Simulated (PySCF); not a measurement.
**BH7OPSi+: electronic excitations and core binding energies**

Aim: predict the electronic excitations and core binding energies of BH7OPSi+ (`B[PH2+][SiH2]O`).

The runs use PySCF 2.14.0, with density-fitted response routines of our own; the level of theory stands in each step. All values are computed, except where a source is named. Atoms are numbered from 0 throughout.

## 1. The starting structure

11 atoms, charge 1, multiplicity 1; geometry from: GFN2-xTB.

Bonds of the start (Å): B0–P1 1.86, P1–Si2 2.33, Si2–O3 1.60, B0–H4 1.16, B0–H5 1.17, P1–H6 1.38, P1–H7 1.38, Si2–H8 1.46, Si2–H9 1.46, O3–H10 0.96.

## 2. Ultraviolet spectrum: PBE0/def2-SVPD

The job: settings as JSON, then the geometry in Å.

```
{"job": {"kind": "uv", "xc": "PBE0", "basis": "def2-SVPD", "nstates": 8, "ntriplets": 3}, "charge": 1, "multiplicity": 1}
B      2.047258    -0.360118     0.263042
P      0.632291     0.777999    -0.124098
Si    -1.535730     0.033147     0.272247
O     -1.473747    -1.143799    -0.808870
H      2.430871    -1.092689    -0.557184
H      2.480664    -0.377059     1.344412
H      0.700364     1.204069    -1.431831
H      0.785138     1.974150     0.539163
H     -2.377567     1.164040    -0.091054
H     -1.543715    -0.408683     1.659743
H     -2.140404    -1.768385    -1.091535
```

Level: TDDFT PBE0/def2-SVPD, vertical, gas phase, core orbitals frozen in the response.

Run with:

```sh
> OMP_NUM_THREADS=1 python probes_run.py task.json out
```

This one command runs all jobs of the session in turn.

**Question.** This job is followed by: delta-SCF UKS SCAN, pcX-2 on the ionised atom, pcseg-1 elsewhere, spin-free X2C. What will the session give for the following? lowest singlet (PBE0/def2-SVPD); brightest single state of those computed; lowest triplet; P1s binding energies, SCAN/pcX-2; P2p binding energies, SCAN/pcX-2; Si1s binding energies, SCAN/pcX-2; Si2p binding energies, SCAN/pcX-2; O1s binding energies, SCAN/pcX-2.

The runs gave:

```
                                quantity                        value
         lowest singlet (PBE0/def2-SVPD)  5.20 eV (238 nm), f = 0.003
brightest single state of those computed  state 8, 7.64 eV, f = 0.084
                          lowest triplet                      4.55 eV
        P1s binding energies, SCAN/pcX-2                P1 2156.42 eV
        P2p binding energies, SCAN/pcX-2                 P1 143.28 eV
       Si1s binding energies, SCAN/pcX-2               Si2 1852.95 eV
       Si2p binding energies, SCAN/pcX-2                Si2 113.23 eV
        O1s binding energies, SCAN/pcX-2                 O3 543.64 eV
```

What this shows: The first singlet state (HOMO→LUMO 0.96) lies at 5.20 eV and is weak; of the 8 states computed, the strongest absorption comes from state 8 at 7.64 eV (the last computed, so partners may be missing). The lowest triplet lies 0.65 eV below the lowest singlet (triplets in Tamm-Dancoff, singlets in full TDDFT).
